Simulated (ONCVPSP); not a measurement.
# Ho: generating and testing an ONCV potential

Do these settings give a usable potential? It is generated, then checked for transferability, scattering, ghosts and hardness.

Program: ONCVPSP 4.0.1.1 (patched build). Reference atom: PBEsol, scalar-relativistic, spherical and spin-unpolarised. All values are calculated.

## Step 1: Settings

The settings as typed:

- element: holmium (Ho, Z = 67)
- type: optimised norm-conserving Vanderbilt (ONCV)
- frozen core: [Kr]
- valence charge: 31
- reference configuration: 4d10 4f11 5s2 5p6 6s1.5 (charge +0.5)
- partial waves: 5s+6s: rc 1.90 bohr, ncon 5, nbas 9, qcut 6.1 1/bohr, 2 projectors; 5p: rc 1.75 bohr, ncon 4, nbas 8, qcut 6.7 1/bohr, 3 projectors, debl 3.6 Ha; 4d: rc 0.90 bohr, ncon 4, nbas 8, qcut 17.9 1/bohr, 1 projector; 4f: rc 1.30 bohr, ncon 3, nbas 8, qcut 11.6 1/bohr, 2 projectors, debl 0.9 Ha
- local potential: polynomial inside 0.75 bohr (lpopt 5, dvloc0 6 Ha)
- core correction: Teter function, fcfact 1.5, rcfact 1.8

An earlier all-electron run gives the scale for the radii.

All-electron outer shells of the reference configuration (PBEsol, scalar-relativistic, ld1.x):

```json
{"shell": "4d", "level (eV)": "-162.13", "outermost node (bohr)": "0.25", "outermost maximum (bohr)": "0.53"}
{"shell": "5s", "level (eV)": "-53.56", "outermost node (bohr)": "0.61", "outermost maximum (bohr)": "1.13"}
{"shell": "5p", "level (eV)": "-29.03", "outermost node (bohr)": "0.66", "outermost maximum (bohr)": "1.29"}
{"shell": "6s", "level (eV)": "-6.30", "outermost node (bohr)": "1.54", "outermost maximum (bohr)": "3.30"}
{"shell": "4f", "level (eV)": "-6.29", "outermost node (bohr)": "–", "outermost maximum (bohr)": "0.53"}
{"shell": "5d", "level (eV)": "-3.78", "outermost node (bohr)": "0.75", "outermost maximum (bohr)": "2.06"}
{"shell": "6p", "level (eV)": "-3.19", "outermost node (bohr)": "1.88", "outermost maximum (bohr)": "4.41"}
```

## Step 2: Generation

The input, Ho.dat:

```
# ATOM AND REFERENCE CONFIGURATION
# atsym  z   nc   nv     iexc    psfile
  Ho 67.00    8    5  -116133      upf
#
#   n    l    f
    1    0    2.00
    2    0    2.00
    2    1    6.00
    3    0    2.00
    3    1    6.00
    3    2   10.00
    4    0    2.00
    4    1    6.00
    4    2   10.00
    4    3   11.00
    5    0    2.00
    5    1    6.00
    6    0    1.50
#
# PSEUDOPOTENTIAL AND OPTIMIZATION
# lmax
    3
#
#   l,   rc,      ep,       ncon, nbas, qcut
    0    1.90    0.00    5    9    6.10
    1    1.75    0.00    4    8    6.70
    2    0.90    0.00    4    8   17.90
    3    1.30    0.00    3    8   11.60
#
# LOCAL POTENTIAL
# lloc, lpopt,  rc(5),   dvloc0
    4    5    0.75    6.00
#
# VANDERBILT-KLEINMAN-BYLANDER PROJECTORs
# l, nproj, debl
    0    2    2.70
    1    3    3.60
    2    1    0.60
    3    2    0.90
#
# MODEL CORE CHARGE
# icmod, fcfact, rcfact
    3    1.50    1.80
#
# LOG DERIVATIVE ANALYSIS
# epsh1, epsh2, depsh
   -7.00    5.00    0.04
#
# OUTPUT GRID
# rlmax, drl
    6.00    0.01
#
# TEST CONFIGURATIONS
# ncnf
    4
# nvcnf
#   n    l    f
    5
    4    2   10.00
    4    3   11.00
    5    0    2.00
    5    1    6.00
    6    0    2.00
#
    5
    4    2   10.00
    4    3   11.00
    5    0    2.00
    5    1    6.00
    6    0    1.00
#
    5
    4    2   10.00
    4    3   11.00
    5    0    2.00
    5    1    6.00
    6    0    0.00
#
    5
    4    2   10.00
    4    3   10.00
    5    0    2.00
    5    1    6.00
    6    0    2.00
#
```

The run is started by

```console
oncvpsp.x < Ho.dat > Ho.out
```

Q: Predict the outcome of this session. Wanted: cutoffs for 1 and 0.1 mHa per electron, occupied waves; bound ghosts; GHOST(+) flags; largest phase difference near zero energy, channels read; rms error of d²Exc/dn², without and with the model core.

**Answer**, as computed:

```
                                                quantity              value
  cutoffs for 1 and 0.1 mHa per electron, occupied waves  119 Ha and 134 Ha
                                            bound ghosts    s at -381.56 eV
                                          GHOST(+) flags        p at 174 eV
largest phase difference near zero energy, channels read          0.006 rad
 rms error of d²Exc/dn², without and with the model core  4.23 and 2.07 mHa
```

In words: A bound ghost (s) makes it unfit for use: electrons can fall into a state that the atom doesn't have. The potential is very hard: the looser tolerance needs 119 Ha. At the looser tolerance the 4d wave is the slowest; 4f needs 62 Ha. Near zero energy the phases of the channels with partial waves agree within 0.006 rad. The program also flags highly localised states, GHOST(+) (p). All of this concerns the isolated atom, not yet a solid.
